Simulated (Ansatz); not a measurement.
# CH4MgOS: one species, many methods

An exercise on one series of results from a longer session: the logs are not shown, and one member is left open.

Computed with Ansatz 0.2.0, Gaussian basis. Level: functionals in def2-TZVPP, the program's frozen cores in correlated methods.

Levels to be run: LDA (SPW92), PBE-D4, revPBE-D4, BLYP-D4, r2SCAN-D4, B97M-V, PBE0-D4, B3LYP-D4, r2SCANh-D4, r2SCAN0-D4, HSE06-D4, BHLYP-D4, CAM-B3LYP-D4, LC-ωPBE, ωB97X-V, ωB97M-V, B2PLYP, PBE-QIDH; CCSD(T)/def2-SVP; CCSD(T)/def2-TZVPP; MP2/def2-QZVPP; extrapolation to the limit; RPA on PBE.

## The relaxed structure

An earlier PBE0-D4 in a triple-zeta def2 set relaxation fixed the geometry.

SMILES `C[S][Mg][OH]`, 8 atoms, charge 0, spin multiplicity 1.

Atoms are counted from 1 here; the program's logs count them from 0.

Bond lengths: C1–S2 1.827 Å, C1–H5 1.090 Å, C1–H6 1.090 Å, C1–H7 1.090 Å, S2–Mg3 2.283 Å, Mg3–O4 1.760 Å, O4–H8 0.947 Å. Angles: S2–C1–H5 106.9°, S2–C1–H6 112.0°, S2–C1–H7 112.0°, H5–C1–H6 108.1°, H5–C1–H7 108.1°, H6–C1–H7 109.6°, C1–S2–Mg3 103.4°, S2–Mg3–O4 178.0°, Mg3–O4–H8 164.1°.

Set-up of the first run:

Input file in.yaml:

```yaml
crystal:
  periodic: [false, false, false]
  atoms:
    - {symbol: C, position_ang: [0.184271, 1.694601, -0.390780]}
    - {symbol: S, position_ang: [1.379836, 0.563926, 0.403706]}
    - {symbol: Mg, position_ang: [0.267888, -1.428874, 0.459003]}
    - {symbol: O, position_ang: [-0.610833, -2.953207, 0.445054]}
    - {symbol: H, position_ang: [0.659729, 2.674153, -0.439761]}
    - {symbol: H, position_ang: [-0.057194, 1.383727, -1.406970]}
    - {symbol: H, position_ang: [-0.733166, 1.791992, 0.189274]}
    - {symbol: H, position_ang: [-0.998331, -3.783419, 0.684674]}
basis:
  gaussian: {orbitals: def2-TZVPP}
hamiltonian: {xc: lda}
output: {orbitals: {seedname: orbitals}}
```

Steps of the session up to this table: LDA; PBE-D4 (GGA); revPBE-D4 (GGA); BLYP-D4 (GGA); r2SCAN-D4 (meta-GGA); B97M-V (meta-GGA); PBE0-D4 (hybrid); B3LYP-D4 (hybrid); r2SCANh-D4 (hybrid); r2SCAN0-D4 (hybrid); HSE06-D4 (hybrid); BHLYP-D4 (hybrid); CAM-B3LYP-D4 (range-separated); LC-ωPBE-D4 (range-separated; the results give it without D4); ωB97X-V (range-separated); ωB97M-V (range-separated); B2PLYP (double hybrid); PBE-QIDH (double hybrid).

One of the session's tables, all rows but one given; the rest of the session is left out.

It belongs to the step «Orbital energies across the functionals». 

```
  functional  HOMO (eV)  gap (eV)
 LDA (SPW92)      -5.46      3.40
      PBE-D4      -5.34      3.49
   revPBE-D4      -5.27      3.56
     BLYP-D4      -5.18      3.35
   r2SCAN-D4      -5.55      4.16
      B97M-V      -5.61      3.81
     PBE0-D4      -6.49      5.36
    B3LYP-D4      -6.26      4.84
  r2SCANh-D4      -5.98      4.81
  r2SCAN0-D4          ?         ?
    HSE06-D4      -6.09      4.61
    BHLYP-D4      -7.52      6.95
CAM-B3LYP-D4      -7.79      7.39
     LC-ωPBE      -9.15      9.87
     ωB97X-V      -8.81      9.35
     ωB97M-V      -8.67      8.83
```

Q: Estimate the row for r2SCAN0-D4 from the others.

Worked estimate for «HOMO (eV)». Against the share of exact exchange, r2SCAN-D4 (0, -5.55), r2SCANh-D4 (0.1, -5.98) give a slope of -4.30 per unit share; at 0.25 the line stands at -6.62.

The run gave: HOMO (eV): -6.63; gap (eV): 5.77. In «HOMO (eV)» the line misses by +0.01.
